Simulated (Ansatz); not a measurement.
**GaAsH (sextet): the correlation ladder, cc-pVTZ**

The task here is to estimate one member of a computed series from the others.

Computed with Ansatz 0.2.0, Gaussian basis. Level: cc-pVTZ, core rule «outside noble gas», up to 28 orbitals frozen.

To be run: UHF; CCSD(T) on ROHF; CCSD(T) on UHF; BCCD(T) on ROHF; CCSDT(Q) on ROHF; CCSDT(Q) on UHF.

15 further runs of the same task are left out: 10 for a known fault of the program, 5 set aside as unsound or not needed. Runs told in other sessions of the task aren't counted.

**What is computed**

The geometry is a PBE0/def2-TZVP stationary point (not a proven minimum) of the parent state, kept for this charge and spin. No spin-orbit coupling is included. The filled d shell of Ga, As may be among the frozen orbitals whatever the setting's name suggests.

3 atoms, charge 0, spin multiplicity 6.

Atoms are counted from 1 here; the program's logs count them from 0.

Bond lengths: Ga1–As2 2.510 Å, Ga1–H3 1.618 Å. Angles: As2–Ga1–H3 115.1°.

Coordinates:

```
Ga    0.0000   -0.5055    0.5943
As    0.0000   -0.4355   -1.9147
H     0.0000    0.9410    1.3204
```

Set-up of the first run:

File in.yaml:

```yaml
crystal:
  periodic: [false, false, false]
  atoms:
    - {symbol: Ga, position_ang: [0.000000, -0.505457, 0.594301]}
    - {symbol: As, position_ang: [0.000000, -0.435519, -1.914688]}
    - {symbol: H, position_ang: [0.000000, 0.940976, 1.320387]}
basis:
  gaussian: {orbitals: cc-pVTZ}
magnetization: {spin_polarized: true, initial_magnetization: 5}
hamiltonian: {xc: hf}
output: {orbitals: {seedname: orbitals}}
```

The run is started by

```
$ ansatz run in.yaml --threads 1 --pin off --events-out ev --progress --plain --max-ram 2560MiB --backend cpu
```

Steps of the session up to this table: UHF; CCSD(T) on ROHF; CCSD(T) on UHF; BCCD(T) on ROHF; CCSDT(Q) on ROHF; CCSDT(Q) on UHF.

One table of the session follows, with a row left open; its other results are not shown here.

It belongs to the step «Misses and costs». 

| method | from RCCSDT(Q) (kcal/mol) |
| --- | --- |
| ROHF | +101.73 |
| UHF | +99.06 |
| RMP2 | ? |
| UMP2 | +21.03 |
| RCCSD | +4.79 |
| UCCSD | +3.79 |
| RCCSD(T) | +0.97 |
| UCCSD(T) | +0.07 |
| BCCD(T) | +0.93 |
| RCCSDT | +0.14 |
| UCCSDT | -0.74 |
| RCCSDT(Q) | 0 |
| UCCSDT(Q) | -0.89 |

Q: Estimate the row for RMP2 from the others.

**Answer.** from RCCSDT(Q) (kcal/mol): +22.40. In the column «from RCCSDT(Q) (kcal/mol)» it lies between UMP2 (+21.03) and UHF (+99.06).

Limits of these values: Restricted and unrestricted rows rest on different reference determinants; a gap between their highest levels can come from leftover correlation error, from unlike frozen cores or from another state.
